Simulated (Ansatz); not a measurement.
**SiBr (quartet): the correlation ladder, cc-pVDZ**

An exercise on one series of results from a longer session: the logs are not shown, and one member is left open.

The runs use Ansatz 0.2.0, Gaussian basis; cc-pVDZ, core rule «outside noble gas», up to 19 orbitals frozen.

To be run: UHF; CCSD(T) on ROHF; CCSD(T) on UHF; BCCD(T) on ROHF; CISD; CCSDT(Q) on ROHF; CCSDT(Q) on UHF; CASSCF and MRCISD+Q, 11 electrons in 8 orbitals; CASSCF and NEVPT2, 11 electrons in 8 orbitals.

10 further runs of the same task are left out: 5 that didn't finish, 5 set aside as unsound or not needed.

**The geometry**

The geometry is a PBE0/def2-TZVP stationary point (not a proven minimum) of the parent state, kept for this charge and spin. No spin-orbit coupling is included. The filled d shell of Br may be among the frozen orbitals whatever the setting's name suggests; the logs give the count.

2 atoms, charge 0, spin multiplicity 4.

Atoms are counted from 1 here; the program's logs count them from 0.

Bond lengths: Si1–Br2 2.232 Å.

Set-up of the first run:

File in.yaml:

```yaml
crystal:
  periodic: [false, false, false]
  atoms:
    - {symbol: Si, position_ang: [0.000000, 0.000000, 0.000000]}
    - {symbol: Br, position_ang: [0.000000, 0.000000, 2.231500]}
basis:
  gaussian: {orbitals: cc-pVDZ}
magnetization: {spin_polarized: true, initial_magnetization: 3}
hamiltonian: {xc: hf}
output: {orbitals: {seedname: orbitals}}
```

On the command line:

```sh
ansatz run in.yaml --threads 1 --pin off --events-out ev --progress --plain --max-ram 2393MiB
```

Among the steps run: UHF; CCSD(T) on ROHF; CCSD(T) on UHF; BCCD(T) on ROHF; CISD; CCSDT(Q) on ROHF; CCSDT(Q) on UHF; CASSCF and MRCISD+Q, 11 electrons in 8 orbitals; CASSCF and NEVPT2, 11 electrons in 8 orbitals.

One of the session's tables, all rows but one given; the rest of the session is left out.

| method | from UCCSDT(Q) (kcal/mol) |
| --- | --- |
| ROHF | +112.39 |
| UHF | +111.31 |
| RMP2 | +16.57 |
| UMP2 | +16.40 |
| CISD | +9.65 |
| RCCSD | +3.51 |
| UCCSD | +3.46 |
| RCCSD(T) | +0.72 |
| UCCSD(T) | +0.71 |
| BCCD(T) | +0.76 |
| RCCSDT | ? |
| UCCSDT | +0.26 |
| RCCSDT(Q) | +0.04 |
| UCCSDT(Q) | 0 |
| CASSCF valence | +101.75 |
| NEVPT2 valence | +23.51 |
| MRCISD valence | +8.40 |
| MRCISD+Q valence | +1.16 |

Q: Estimate the row for RCCSDT from the others.

**Answer.** from UCCSDT(Q) (kcal/mol): +0.27. In the column «from UCCSDT(Q) (kcal/mol)» it lies between UCCSDT (+0.26) and UCCSD(T) (+0.71).

Among the levels timed on like hardware and quicker than the yardstick, those that no quicker one beats, quickest first: NEVPT2 valence (2.9 s, +23.51 kcal/mol); BCCD(T) (3.4 s, +0.76 kcal/mol); RCCSD(T) (4 s, +0.72 kcal/mol); UCCSD(T) (4.1 s, +0.71 kcal/mol).

Limits of these values: Of the multireference levels listed MRCISD+Q valence comes nearest in total energy (+1.16 kcal/mol), which doesn't show that its space is the better one. Restricted and unrestricted rows rest on different reference determinants; where their highest levels disagree by more than a few hundredths of an eV, they describe different states and don't form one ladder.
